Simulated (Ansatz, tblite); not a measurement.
**In7P7 zinc blende off sphere (In₇P₇H₂₀): rung by rung**

An exercise on one series of results from a longer session: the logs are not shown, and one member is left open.

Computed with Ansatz 0.2.0, Gaussian basis. Level: as each input shows.

The runs, in order: GFN1-xTB, GFN2-xTB, PBE-D4/def2-TZVP, r2SCAN-D4/def2-TZVP, PBE-D4/def2-SVP, PBE0-D4/def2-SVP.

1 further run of the same task is left out (set aside as unsound or not needed). Runs told in other sessions of the task aren't counted.

## The geometry

The singlet was relaxed beforehand with PBE-D4/def2-SVP.

34 atoms, charge 0, spin multiplicity 1.

Bond lengths: In1–P9 2.691 Å, In1–P10 2.607 Å, In1–H15 1.742 Å, In1–H16 1.742 Å, In2–P8 2.591 Å, In2–P11 2.591 Å, In2–P12 2.591 Å, In2–H17 1.732 Å, In3–P9 2.552 Å, In3–P11 2.698 Å, In3–P13 2.552 Å, In3–H18 1.736 Å, In4–P8 2.698 Å, In4–P9 2.552 Å, In4–P14 2.552 Å, In4–H19 1.736 Å, In5–P10 2.607 Å, In5–P14 2.691 Å and more. Angles: P9–In1–P10 94.2°, P9–In1–H15 103.6°, P9–In1–H16 103.6°, P10–In1–H15 110.8°, P10–In1–H16 110.7°, H15–In1–H16 127.7°, P8–In2–P11 97.1°, P8–In2–P12 97.1°, P8–In2–H17 120.1°, P11–In2–P12 97.0°, P11–In2–H17 120.1°, P12–In2–H17 120.1°, P9–In3–P11 105.0°, P9–In3–P13 103.6°, P9–In3–H18 119.4°, P11–In3–P13 104.8°, P11–In3–H18 102.7°, P13–In3–H18 119.4° and more.

In takes a core potential in the def2 sets. No spin-orbit coupling is included.

PBE0-D4/def2-TZVP was run before; its log isn't repeated, and its numbers join the tables.

The first run:

Tight binding, by tblite at 300 K electronic temperature and without a spin-polarisation term:

```python
tblite.interface.Calculator('GFN1-xTB', numbers, positions, charge=0, uhf=0).singlepoint()
```

Tight binding, by tblite at 300 K electronic temperature and without a spin-polarisation term:

```python
tblite.interface.Calculator('GFN2-xTB', numbers, positions, charge=0, uhf=0).singlepoint()
```

start.molden holds the orbitals of an earlier run on this state, given as this run's starting guess.

File in.yaml:

```yaml
crystal:
  periodic: [false, false, false]
  atoms:
    - {symbol: In, position_ang: [0.803595, -3.955060, 0.803246]}
    - {symbol: In, position_ang: [-2.454178, 2.457063, -2.451302]}
    - {symbol: In, position_ang: [0.868393, -0.875254, -2.210131]}
    - {symbol: In, position_ang: [-2.212506, -0.873080, 0.874992]}
    - {symbol: In, position_ang: [0.807199, -0.809746, 3.952284]}
    - {symbol: In, position_ang: [0.873359, 2.207356, 0.875073]}
    - {symbol: In, position_ang: [3.952995, -0.805060, 0.801870]}
    - {symbol: P, position_ang: [-3.534955, 0.792332, -0.785327]}
    - {symbol: P, position_ang: [-0.641857, -2.200258, -0.636557]}
    - {symbol: P, position_ang: [2.107998, -2.109350, 2.103529]}
    - {symbol: P, position_ang: [-0.789590, 0.791728, -3.533413]}
    - {symbol: P, position_ang: [-0.784784, 3.535079, -0.788201]}
    - {symbol: P, position_ang: [2.196309, 0.635908, -0.639488]}
    - {symbol: P, position_ang: [-0.637437, 0.635002, 2.200903]}
    - {symbol: H, position_ang: [1.826974, -4.714660, -0.384547]}
    - {symbol: H, position_ang: [-0.379176, -4.715232, 1.831953]}
    - {symbol: H, position_ang: [-3.454316, 3.458023, -3.450065]}
    - {symbol: H, position_ang: [1.690342, -1.699110, -3.498739]}
    - {symbol: H, position_ang: [-3.501902, -1.694722, 1.697932]}
    - {symbol: H, position_ang: [-0.377000, -1.837209, 4.711944]}
    - {symbol: H, position_ang: [1.833531, 0.374970, 4.712679]}
    - {symbol: H, position_ang: [1.698541, 3.493889, 1.698919]}
    - {symbol: H, position_ang: [4.714917, -1.829892, -0.383098]}
    - {symbol: H, position_ang: [4.710648, 0.380742, 1.829012]}
    - {symbol: H, position_ang: [-4.490749, 0.052517, -1.555260]}
    - {symbol: H, position_ang: [-4.484948, 1.565036, -0.040945]}
    - {symbol: H, position_ang: [-1.514139, -2.933553, -1.507450]}
    - {symbol: H, position_ang: [2.938418, -2.939402, 2.931729]}
    - {symbol: H, position_ang: [-1.557999, 0.055378, -4.493102]}
    - {symbol: H, position_ang: [-0.041883, 1.566184, -4.479345]}
    - {symbol: H, position_ang: [-0.036475, 4.479878, -1.563456]}
    - {symbol: H, position_ang: [-1.550084, 4.495945, -0.050149]}
    - {symbol: H, position_ang: [2.928022, 1.508039, -1.511876]}
    - {symbol: H, position_ang: [-1.507253, 1.506519, 2.936384]}
basis:
  gaussian: {orbitals: def2-TZVP, fitting: {mean_field: def2-universal-jkfit}, initial_orbitals: start.molden}
hamiltonian: {xc: pbe, dispersion: d4}
scf: {omitted_lower_state_checks: [starts]}
output: {orbitals: {seedname: orbitals}}
```

Launch:

```sh
> ansatz run in.yaml --threads 2 --pin off --events-out ev --progress --plain --max-ram 32768MiB --backend cuda --devices 0, --max-vram 18GiB
```

Among the steps run: PBE-D4/def2-TZVP; r2SCAN-D4/def2-TZVP; PBE-D4/def2-SVP; PBE0-D4/def2-SVP.

One table of the session follows, with a row left open; its other results are not shown here.

It belongs to the step «Binding energy». 

| level | binding an atom (eV) |
| --- | --- |
| PBE-D4/def2-SVP | 2.492 |
| PBE-D4/def2-TZVP | 2.508 |
| r2SCAN-D4/def2-TZVP | 2.519 |
| PBE0-D4/def2-SVP | ? |
| PBE0-D4/def2-TZVP | 2.505 |

Q: Estimate the row for PBE0-D4/def2-SVP from the others.

**Answer.** binding an atom (eV): 2.487. In the column «binding an atom (eV)» it is the lowest.

Caveats from the session: Free atoms were run apart at each level; binding is atoms less cluster, divided by the number of atoms, without zero-point or spin-orbit terms.
